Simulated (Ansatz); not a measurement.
La2Fe2S2O3 under changes of volume

One of the cells (16.883 Å³/atom); the others are scaled copies at fixed shape and fractional positions:

```xyz
9
Lattice="-2.0373 2.0373 9.1524 2.0373 -2.0373 9.1524 2.0373 2.0373 -9.1524" Properties=species:S:1:pos:R:3 pbc="T T T"
La    0.0000    0.0000   14.9770
La    0.0000    0.0000    3.3278
Fe    2.0373    0.0000    0.0000
Fe    0.0000    2.0373    0.0000
S     0.0000    0.0000   10.8930
S     0.0000    0.0000    7.4119
O     0.0000    0.0000    0.0000
O     2.0373    0.0000    4.5762
O     0.0000    2.0373    4.5762
```

The cell is a database's computed one.

| Item | Value |
| --- | --- |
| Program | Ansatz 0.2.0 |
| Functional | PBEsol |
| Potentials or basis | Ansatz PAW |
| Cutoff | 420 eV (not typed: the program's choice for these potentials) |
| k mesh | 9 × 9 × 9 |
| Occupations | fermi-dirac, width 0.05 eV |
| Spin | collinear spin, ferromagnetic start |
| Starting moments | [0.0, 0.0, 3.0, 3.0, 0.0, 0.0, 0.0, 0.0, 0.0] μB |

```tsv
volume (Å³/atom)	energy over the lowest point (meV/atom)	pressure (GPa)	moment (μB per cell)	largest force (eV/Å)
15.890	0.00	-1.9	7.80	0.476
16.221	5.84	-4.0	7.93	0.494
16.552	16.21	-6.1	7.98	0.534
16.883	?	?	?	?
17.214	49.19	-9.8	8.00	0.658
17.545	70.98	-11.3	8.00	0.865
```

Question: What does the run at 16.883 Å³/atom give?

Answer: Energy over the lowest point 30.79 meV/atom; pressure -8.0 GPa; moment 7.99 μB per cell; largest force 0.580 eV/Å.

Worked out: A Birch-Murnaghan fit of order 3 (a polynomial in V^(-2/3)) to the other rows has its minimum at 15.68 Å³/atom, just outside them, with B0 = V·E''(V) = 123 GPa and B' = 3.6 at fixed shape and positions, which overstates the stiffness. It gives 30.81 meV/atom at 16.883 Å³/atom, against the run's 30.79, and -dE/dV = -8.0 GPa, against -8.0. A parabola through the other rows of the moment, of slope 0.0583 μB per Å³/atom there, gives 8.02 μB, against the run's 7.99.

Energies are extrapolated to zero smearing.

Caveats: only a ferromagnetic start was run, and an antiferromagnetic order may lie lower in energy; the PAW data sets come from PBE, with cores solved anew for the run's functional, which leaves a small shift of forces and pressure.
